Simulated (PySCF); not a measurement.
**[Gd(HCN)]2+: other functionals and bases at one geometry**

The task here is to estimate one member of a computed series from the others.

The runs use PySCF 2.14.0; several levels, as the steps say, no spin–orbit coupling.

1 further run of the same task is left out (for a known fault of the program).

## The system as given

4 atoms, charge 2, spin multiplicity 1.

Bond lengths: Gd1–N2 2.501 Å, N2–C3 1.154 Å, C3–H4 1.094 Å. Angles: Gd1–N2–C3 180.0°, N2–C3–H4 180.0°.

Geometry (Å):

```xyz
4

Gd    0.0000    0.0000   -0.3396
N     0.0000    0.0000    2.1609
C     0.0000    0.0000    3.3145
H     0.0000    0.0000    4.4089
```

Formal oxidation states: Gd +2. Each metal's 8 4f electrons lie in its core potential, so multiplicities, spins and levels count the valence alone. For divalent La, Ce, Gd or Lu the extra electron is normally 5d or 6s, so this core forces an excited configuration. An earlier session relaxed this geometry at PBE0, Gd lcecp-0-SVP with ECP54, N def2-SVP, C def2-SVP, H def2-SVP (singlet, point group C∞v).

At PBE0 on the finer grid: E = -122.569358 Eh, frontier levels not given, since the 4f levels lie in the core, Mulliken charge on Gd1 +1.78 e, largest force component 0.002 eV/Å. 

Levels to run: r2SCAN; BP86; PBE0, TZVP. Hardware: 2 threads of Arm Neoverse V1, shared host.

The first run:

run.py (the lines that set the calculation) reads:

```python
mol = gto.M(atom='''
Gd     0.00000     0.00000    -0.33961
N      0.00000     0.00000     2.16093
C      0.00000     0.00000     3.31454
H      0.00000     0.00000     4.40894''',
    basis={'Gd': 'lcecp-0-SVP', 'N': 'def2-SVP', 'C': 'def2-SVP', 'H': 'def2-SVP'},
    ecp={'Gd': 'lcecp-0-SVP'},
    charge=2, spin=0)
mf = dft.RKS(mol, xc='R2SCAN')
mf.grids.atom_grid = (75, 302)  # f atoms: unpruned, at least (60, 302)
mf = mf.density_fit()  # fitting sets: Gd AutoAux, N def2-universal-JKFIT, C def2-universal-JKFIT, H def2-universal-JKFIT
mf.conv_tol = 1e-08; mf.max_cycle = 55
mf.kernel(dm0)  # dm0: the density of the relaxed state
```

Run with:

```console
OMP_NUM_THREADS=2 python run.py
```

Steps of the session up to this table: r2SCAN; BP86; PBE0, TZVP.

One table of the session follows, with a row left open; its other results are not shown here.

```
              level  charge on Gd1 (e)  dipole (D)  largest force component (eV/Å)
PBE0 (relaxed here)               1.78        2.60                            0.00
             r2SCAN               1.78        2.58                            0.52
               BP86               1.74        2.66                            1.55
         PBE0, TZVP                  ?           ?                               ?
```

Estimate the missing values for PBE0, TZVP.

As computed: charge on Gd1 (e): 1.86; dipole (D): 2.69; largest force component (eV/Å): 1.07. In the column «charge on Gd1 (e)» it is the highest.

The dipole of a charged species depends on the origin, so these sizes hold for this origin alone.

The largest leftover force, 1.55 eV/Å with BP86, stands at a geometry relaxed at another level. With 4f in the core, its levels are missing from HOMO and gap, and its count is fixed, so no charge can pass from the ligands into it. Total energies of different levels can't be compared.
